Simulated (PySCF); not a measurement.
**C₅H₈SSi: electronic excitations**

What electronic excitations should C₅H₈SSi (`CC(=S)C#CC[SiH3]`) show?

Programs: PySCF 2.14.0, with density-fitted response routines of our own. Each step states its level of theory. These are calculated values for one molecule in the gas phase, unless marked as measured. Atoms are numbered from 0 throughout.

### 1 Starting geometry

15 atoms, charge 0, multiplicity 1; geometry from: GFN2-xTB.

Bonds of the start (Å): C0–C1 1.49, C1–S2 1.64, C1–C3 1.39, C3–C4 1.21, C4–C5 1.43, C5–Si6 1.92, C0–H7 1.09, C0–H8 1.09, C0–H9 1.09, C5–H10 1.09, C5–H11 1.09, Si6–H12 1.46, Si6–H13 1.46, Si6–H14 1.46.

### 2 Excited states and response: PBE0/def2-SVPD

The job: settings as JSON, then the geometry in Å.

```
{"job": {"kind": "uv", "xc": "PBE0", "basis": "def2-SVPD", "nstates": 8, "ntriplets": 3}, "charge": 0, "multiplicity": 1}
C      2.984933     0.351042     0.385608
C      2.081267     0.222921    -0.796615
S      2.575470     0.597946    -2.316800
C      0.782320    -0.227375    -0.571115
C     -0.354561    -0.628364    -0.455570
C     -1.708248    -1.048250    -0.284684
Si    -2.834506     0.469120     0.079604
H      3.955201     0.732933     0.079008
H      3.110897    -0.621457     0.863135
H      2.544200     1.024282     1.121751
H     -1.775303    -1.758688     0.541818
H     -2.053039    -1.546855    -1.192632
H     -2.385313     1.079148     1.330851
H     -4.197159    -0.049369     0.213364
H     -2.730573     1.410957    -1.030946
```

Method: TDDFT PBE0/def2-SVPD, vertical, gas phase, core orbitals frozen in the response.

The run is started by

```bash
$ OMP_NUM_THREADS=1 python probes_run.py task.json out
```

The driver reads the jobs from task.json and runs them one after another.

Predict these results of the whole session: lowest singlet (PBE0/def2-SVPD); brightest single state of those computed; lowest triplet.

**Answer**, as computed:

| quantity | value |
| --- | --- |
| lowest singlet (PBE0/def2-SVPD) | 2.16 eV (574 nm), f = 0.000 |
| brightest single state of those computed | state 3, 4.27 eV, f = 0.358 |
| lowest triplet | 1.71 eV |

In words: The lowest singlet, at 2.16 eV, is HOMO→LUMO 0.99 and is dark; of the 8 states computed, the strongest absorption comes from state 3 at 4.27 eV. The lowest triplet lies 0.45 eV below the lowest singlet (triplets in Tamm-Dancoff, singlets in full TDDFT).
